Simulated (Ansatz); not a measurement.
**CH3GaOS: how energies converge with the basis set**

How large a basis does CH3GaOS need? Two functionals are run in growing sets.

The runs use Ansatz 0.2.0, Gaussian basis; one geometry, several basis sets.

Levels to be run: PBE0-D4/def2-SVP; ωB97M-V/def2-SVP; PBE0-D4/def2-QZVPP; ωB97M-V/def2-QZVPP; the functionals' def2-TZVPP values are taken from earlier runs.

**1. The geometry**

An earlier PBE0-D4 in a triple-zeta def2 set relaxation fixed the geometry.

7 atoms, charge 0, spin multiplicity 1.

Atoms are counted from 1 here; the program's logs count them from 0.

Bond lengths: S1–Ga2 2.309 Å, S1–H5 1.343 Å, C3–O4 1.202 Å, C3–H6 1.105 Å, C3–H7 1.103 Å. Angles: Ga2–S1–H5 91.2°, O4–C3–H6 121.5°, O4–C3–H7 121.0°, H6–C3–H7 117.4°.

Coordinates:

```xyz
7
CH3GaOS
S    -2.6117    0.4396   -1.3583
Ga   -0.7537    1.6640   -0.7406
C     1.3733   -0.3528    0.7424
O     0.2866   -0.4855    0.2460
H    -2.0779   -0.6829   -0.8485
H     1.8813    0.6280    0.7672
H     1.9021   -1.2104    1.1919
```

**2. PBE0-D4 in def2-SVP**

Input file in.yaml:

```yaml
crystal:
  periodic: [false, false, false]
  atoms:
    - {symbol: S, position_ang: [-2.611706, 0.439590, -1.358337]}
    - {symbol: Ga, position_ang: [-0.753727, 1.663963, -0.740599]}
    - {symbol: C, position_ang: [1.373252, -0.352777, 0.742354]}
    - {symbol: O, position_ang: [0.286598, -0.485550, 0.245984]}
    - {symbol: H, position_ang: [-2.077862, -0.682853, -0.848484]}
    - {symbol: H, position_ang: [1.881321, 0.627997, 0.767204]}
    - {symbol: H, position_ang: [1.902125, -1.210371, 1.191876]}
basis:
  gaussian: {orbitals: def2-SVP}
hamiltonian: {xc: pbe0, dispersion: d4}
output: {orbitals: {seedname: orbitals}}
```

Started as:

```bash
> ansatz run in.yaml --threads 2 --pin off --events-out ev --progress --plain --max-ram 4352MiB
```

Further steps of the session: ωB97M-V in def2-SVP; PBE0-D4 in def2-QZVPP; ωB97M-V in def2-QZVPP.

Before running them: what should the planned runs give, taken together? Wanted: PBE0-D4: double and triple zeta above quadruple; ωB97M-V: double and triple zeta above quadruple.

As calculated:

```
                                       quantity           value
PBE0-D4: double and triple zeta above quadruple  15.77, 1.68 eV
ωB97M-V: double and triple zeta above quadruple  15.79, 1.62 eV
```

What this shows: PBE0-D4 gains 14.10 eV from double to triple zeta, then 1.68 eV more. Total energies overstate the basis error of differences, where much of it tends to cancel.
